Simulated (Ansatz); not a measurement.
# ZnH₂S₂: a ladder of functionals and wavefunction methods

The task here is to estimate one member of a computed series from the others.

Program: Ansatz 0.2.0, Gaussian basis. Level of theory: functionals in def2-TZVPP, the program's frozen cores in correlated methods. These are calculated values, not measurements.

Plan: LDA (SPW92), PBE-D4, revPBE-D4, BLYP-D4, r2SCAN-D4, B97M-V, PBE0-D4, B3LYP-D4, r2SCANh-D4, r2SCAN0-D4, HSE06-D4, BHLYP-D4, CAM-B3LYP-D4, LC-ωPBE, ωB97X-V, ωB97M-V, B2PLYP, PBE-QIDH; CCSD(T)/def2-SVP; CCSD(T)/def2-TZVPP; CCSD(T)/def2-QZVPP; extrapolation to the limit; RPA on PBE.

## The geometry

An earlier PBE0-D4 in a triple-zeta def2 set relaxation fixed the geometry.

SMILES `[SH][Zn][SH]`, 5 atoms, charge 0, spin multiplicity 1.

Atoms are counted from 1 here; the program's logs count them from 0.

Bond lengths: S1–Zn2 2.162 Å, S1–H4 1.345 Å, Zn2–S3 2.162 Å, S3–H5 1.345 Å. Angles: Zn2–S1–H4 92.8°, S1–Zn2–S3 178.9°, Zn2–S3–H5 92.8°.

As a file:

```
S    -0.72654    0.31449   -2.04969
Zn    0.12879    0.32185   -0.06453
S     0.99799    0.36862    1.91405
H    -1.88316   -0.22061   -1.61999
H     1.53281   -0.85794    1.77887
```

Set-up of the first run:

The input, in.yaml:

```yaml
crystal:
  periodic: [false, false, false]
  atoms:
    - {symbol: S, position_ang: [-0.726536, 0.314488, -2.049692]}
    - {symbol: Zn, position_ang: [0.128793, 0.321847, -0.064535]}
    - {symbol: S, position_ang: [0.997994, 0.368617, 1.914046]}
    - {symbol: H, position_ang: [-1.883162, -0.220608, -1.619994]}
    - {symbol: H, position_ang: [1.532812, -0.857945, 1.778875]}
basis:
  gaussian: {orbitals: def2-TZVPP}
hamiltonian: {xc: lda}
output: {orbitals: {seedname: orbitals}}
```

Command:

```console
> ansatz run in.yaml --threads 2 --pin off --events-out ev --progress --plain --max-ram 32768MiB --backend cpu
```

Among the steps run: LDA; PBE-D4 (GGA); revPBE-D4 (GGA); BLYP-D4 (GGA); r2SCAN-D4 (meta-GGA); B97M-V (meta-GGA); PBE0-D4 (hybrid); B3LYP-D4 (hybrid); r2SCANh-D4 (hybrid); r2SCAN0-D4 (hybrid); HSE06-D4 (hybrid); BHLYP-D4 (hybrid); CAM-B3LYP-D4 (range-separated); LC-ωPBE (range-separated); ωB97X-V (range-separated); ωB97M-V (range-separated); B2PLYP (double hybrid); PBE-QIDH (double hybrid).

One of the session's tables, all rows but one given; the rest of the session is left out.

It belongs to the step «Frontier levels by functional». 

| functional | HOMO (eV) | gap (eV) |
| --- | --- | --- |
| LDA (SPW92) | -6.49 | 4.44 |
| PBE-D4 | -6.34 | 4.53 |
| revPBE-D4 | -6.28 | 4.58 |
| BLYP-D4 | -6.16 | 4.39 |
| r2SCAN-D4 | -6.61 | 5.12 |
| B97M-V | -6.64 | 4.98 |
| PBE0-D4 | -7.53 | 6.56 |
| B3LYP-D4 | -7.27 | 6.00 |
| r2SCANh-D4 | -7.05 | 5.85 |
| r2SCAN0-D4 | -7.71 | 6.94 |
| HSE06-D4 | -7.13 | 5.80 |
| BHLYP-D4 | -8.56 | 8.32 |
| CAM-B3LYP-D4 | ? | ? |
| LC-ωPBE | -10.27 | 11.37 |
| ωB97X-V | -9.89 | 10.81 |
| ωB97M-V | -9.72 | 10.37 |

Q: Estimate the row for CAM-B3LYP-D4 from the others.

The run gave: HOMO (eV): -8.84; gap (eV): 8.73. In the column «HOMO (eV)» it lies between ωB97M-V (-9.72) and BHLYP-D4 (-8.56).
